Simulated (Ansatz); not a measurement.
Predict the output of the script below (Ansatz 0.2.0, Python API).

`spin_bfh4np.py`
```python
import ansatz as az

geometry = (
    az.Crystal.molecule()
    .atom("N", [-1.3218, -0.524, -0.1802])
    .atom("B", [-0.376, 0.6648, -0.1021])
    .atom("F", [-0.7944, 1.9492, -0.6129])
    .atom("P", [1.3749, 0.4748, 0.6931])
    .atom("H", [-1.4524, -0.8784, 0.7937])
    .atom("H", [-0.8325, -1.2731, -0.7193])
    .atom("H", [1.3378, -0.9775, 0.7099])
    .atom("H", [2.0644, 0.5642, -0.5822])
)

job = (
    geometry.calculation()
    .basis(gaussian="def2-TZVPP")
    .correlation("mp2")
)
found = {}
for unpaired in [0, 2]:
    summary = job.spin("collinear", total=unpaired).run(threads=1).report
    s = unpaired / 2
    found[unpaired] = summary["free_energy_ev"]
    print(f"2S+1 = {unpaired + 1}: E = {found[unpaired]:.5f} eV, <S^2> = {abs(summary['mean_field']['state']['spin_squared']):.3f} (pure state {s * (s + 1):.2f})")
lowest = min(found, key=found.get)
for unpaired, e in found.items():
    print(f"multiplicity {unpaired + 1}: {23.060548 * (e - found[lowest]):.1f} kcal/mol above the lowest")
```

```console
$ python spin_bfh4np.py
2S+1 = 1: E = -14218.07789 eV, <S^2> = 0.000 (pure state 0.00)
2S+1 = 3: E = -14213.46351 eV, <S^2> = 2.032 (pure state 2.00)
multiplicity 1: 0.0 kcal/mol above the lowest
multiplicity 3: 106.4 kcal/mol above the lowest
```

In order: multiplicity 1 (+0.00 eV) and multiplicity 3 (+4.61 eV), all at the one geometry.

What to keep in mind:
- Total energies depend on the basis set; only differences at equal settings carry meaning.
- The geometry is a force-field or estimated start, not a minimum of this method, and the basis set is short of its limit. All parts are taken at fixed geometry, without zero-point energy.
- S² is that of the Hartree-Fock reference.
- Timing: 37 s on 1 thread of Intel(R) Xeon(R) Processor @ 2.30GHz, on a shared host, peak memory 0.52 GiB.
